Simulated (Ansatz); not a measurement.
I need energies of removing a hydrogen of BH7N2OSn, SMILES B[NH][SnH]([NH2])[OH]. Use Ansatz's Python interface. Use (for the species named): r2scan0, def2-SVP basis, multiplicity 1.

```xyz
12

B    -1.8106   -0.1265   -0.2093
N    -1.0495   -0.6674    0.9231
Sn    0.8313    0.0984    0.7563
N     1.7550   -0.4402   -1.0440
O     0.8056    2.0657    0.8790
H    -2.8360    0.5564    0.0077
H    -1.5111   -0.2725   -1.3384
H    -0.9423   -1.6769    0.7532
H     1.8523   -0.5257    2.1107
H     1.1290    0.0379   -1.7558
H     1.4881   -1.4726   -1.1321
H     0.3651    2.3682    0.0837
```

The script, `bde_bh7n2osn.py`:
```python
# -*- coding: utf-8 -*-
"""X-H bond energies of BH7N2OSn without relaxation."""

from dataclasses import dataclass

import ansatz as az


@dataclass
class Settings:
    basis_set: str = "def2-SVP"
    functional: str = "r2scan0"


cfg = Settings()


def single_point(molecule, charge=0, unpaired=0):
    calc = (
        molecule.calculation()
        .basis(gaussian=cfg.basis_set)
        .functional(cfg.functional)
    )
    if charge:
        calc = calc.charge(charge)
    if unpaired:
        calc = calc.spin("collinear", total=unpaired)
    report = calc.run(threads=1, backend="cpu").report
    if report["published_state_doubts"]:
        print("  doubts:", report["published_state_doubts"])
    return report["free_energy_ev"]

def without(molecule, index):
    rest = az.Crystal.molecule()
    for i, site in enumerate(molecule.cartesian_sites):
        if i != index:
            rest = rest.atom(site.symbol, site.position_ang)
    return rest

system = (
    az.Crystal.molecule()
    .atom("B", [-1.8106, -0.1265, -0.2093])
    .atom("N", [-1.0495, -0.6674, 0.9231])
    .atom("Sn", [0.8313, 0.0984, 0.7563])
    .atom("N", [1.755, -0.4402, -1.044])
    .atom("O", [0.8056, 2.0657, 0.879])
    .atom("H", [-2.836, 0.5564, 0.0077])
    .atom("H", [-1.5111, -0.2725, -1.3384])
    .atom("H", [-0.9423, -1.6769, 0.7532])
    .atom("H", [1.8523, -0.5257, 2.1107])
    .atom("H", [1.129, 0.0379, -1.7558])
    .atom("H", [1.4881, -1.4726, -1.1321])
    .atom("H", [0.3651, 2.3682, 0.0837])
)

whole = single_point(system, 0)
hydrogen = single_point(az.Crystal.molecule().atom("H", (0, 0, 0)), 0, 1)
print(f"E(molecule) = {whole:.5f} eV, E(H) = {hydrogen:.5f} eV")
for index in [6, 7, 8]:
    radical = single_point(without(system, index), 0, 1)
    print(f"H{index}: homolysis {96.485332 * (radical + hydrogen - whole):.1f} kJ/mol")
    anion = single_point(without(system, index), -1)
    print(f"H{index}: loss of a proton {96.485332 * (anion - whole):.1f} kJ/mol")
```

```console
$ python bde_bh7n2osn.py
E(molecule) = -11640.99895 eV, E(H) = -13.58464 eV
H6: homolysis 413.3 kJ/mol
H6: loss of a proton 1758.6 kJ/mol
H7: homolysis 367.7 kJ/mol
H7: loss of a proton 1496.8 kJ/mol
H8: homolysis 312.9 kJ/mol
H8: loss of a proton 1470.1 kJ/mol
```

Reading the output:
- Total energies depend on the basis set; only differences at equal settings carry meaning.
- The geometry is a force-field or estimated start, not a minimum of this method, and the basis set is short of its limit. All parts are taken at fixed geometry, without zero-point energy.
- def2 sets replace the cores of elements past krypton by effective core potentials.
- The spin-orbit lowering of heavy atoms is left out.
- Anions want diffuse functions, which this basis lacks.
- The whole script took 97 s on 1 thread of Arm Neoverse V1, with other jobs on the host, peak memory 0.46 GiB.
